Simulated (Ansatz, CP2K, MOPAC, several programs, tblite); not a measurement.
Energy against volume for a 6-atom cell of LiGeN (P6_3mc) from a materials database, at fixed shape and fractional coordinates, computed by several methods (PBE and r2SCAN, where shown, with plane waves in Ansatz); the cell shown is that of r2SCAN. With free coordinates or axes held, a curve is too stiff, and on another method's shape its minimum isn't the method's own volume. The symmetry is P6_3mc (No. 186, hexagonal); a = 2.987 Å, c = 9.353 Å in the conventional setting, 12.05 Å³ an atom. Li is surrounded by 3 N at 2.17 Å; Ge is surrounded by 3 N at 1.98 Å; N is surrounded by 3 Ge at 1.98 Å and 3 Li at 2.17 Å. Spin-unpolarised throughout; all numbers are computed. Energies count from each curve's lowest point; fits are third-order Birch-Murnaghan.

```
Li Ge N
1.0
     2.98707    0.00000    0.00000
    -1.49353    2.58688    0.00000
     0.00000    0.00000    9.35306
Li Ge N
2 2 2
Direct
  0.66667 0.33333 0.74318
  0.33333 0.66667 0.24318
  0.00000 0.00000 0.49883
  0.00000 0.00000 0.99883
  0.33333 0.66667 0.60263
  0.66667 0.33333 0.10263
```

PBE/SZV (CP2K), on the shape of the cell shown:
```csv
V (Å³/atom),E (meV/atom)
10.600,228.95
11.323,111.23
12.045,41.35
12.768,7.26
13.491,0.00
```
The lowest point is an end point, so the minimum isn't bracketed.

Question: GFN1-xTB (tblite), on the shape of the cell shown, as a cluster of 96 atoms at the zone centre, gives

| V (Å³/atom) | E (meV/atom) |
| --- | --- |
| 10.600 | 76.16 |
| 11.323 | 18.99 |
| 12.045 | 0.00 |
| 12.768 | 8.26 |
| 13.491 | 36.18 |

What equilibrium volume and bulk modulus follow?

Answer: V₀ = 12.15 Å³ an atom and B₀ = 96 GPa.

PM7 (MOPAC), on the shape of the cell shown, as a cluster of 96 atoms at the zone centre:

| V (Å³/atom) | E (meV/atom) |
| --- | --- |
| 10.600 | 78.88 |
| 11.323 | 9.30 |
| 12.045 | 0.00 |
| 12.768 | 27.15 |
| 13.491 | 82.23 |

The points scatter about a smooth fit, so no fit is quoted.

light PBE (260 eV, its own mesh), on the shape of the cell shown:
```csv
V (Å³/atom),E (meV/atom)
11.082,67.84
11.564,21.06
12.045,0.00
12.527,3.02
13.009,8.02
13.491,15.78
```
The points scatter about a smooth fit, as a low cutoff and a light mesh can make them, so no fit is quoted.

Question: PBE, on the shape of its own relaxed cell, gives
```tsv
V (Å³/atom)	E (meV/atom)
11.633	15.13
12.004	3.61
12.376	0.00
12.747	3.11
13.118	11.94
```
What equilibrium volume and bulk modulus follow?

Answer: V₀ = 12.38 Å³ an atom and B₀ = 96 GPa.
